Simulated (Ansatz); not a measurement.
# TiC+ (quartet): from a generated start to a stationary point

Aim: relax a generated start of TiC+ (quartet) and see which bonds hold.

Program: Ansatz 0.2.0, Gaussian basis. Level of theory: UKS PBE0/def2-TZVP. These are calculated values, not measurements.

### Step 1. The system as given

2 atoms, charge 1, spin multiplicity 4.

Atoms are counted from 1 here; the program's logs count them from 0.

Bond lengths: Ti1–C2 2.210 Å.

Geometry (Å):

```
atom   x (Å)   y (Å)   z (Å)
 Ti1  0.0000  0.0000  0.0000
  C2  0.0000  0.0000  2.2100
```

The start is set by covalent radii. Sticks and bond lists go by distance. 

### Step 2. Relaxation

File in.yaml:

```yaml
crystal:
  periodic: [false, false, false]
  atoms:
    - {symbol: Ti, position_ang: [0.000000, 0.000000, 0.000000]}
    - {symbol: C, position_ang: [0.000000, 0.000000, 2.210000]}
basis:
  gaussian: {orbitals: def2-TZVP}
total_charge: 1
magnetization: {spin_polarized: true, initial_magnetization: 3}
hamiltonian: {xc: pbe0}
relax: {f_tol: 0.004, max_steps: 80}
```

Started as:

```bash
$ ansatz run in.yaml --threads 1 --pin off --events-out ev --progress --plain --max-ram 2176MiB
```

Q: Predict the outcome of this session. Wanted: energy gained; shift from the start; total energy; ⟨S²⟩.

**Answer**, as computed:

| quantity | value |
| --- | --- |
| steps | 7 |
| energy gained | 0.862 eV |
| shift from the start (rms) | 0.219 Å |
| total energy | -24131.8470 eV |
| ⟨S²⟩ | 3.763 |

The bonds of the start are those of the end. Ti1–C2 went from 2.210 to 1.772 Å. No vibrations were run, so this is a stationary point, not a proven minimum, and this spin need not be the ground state's.
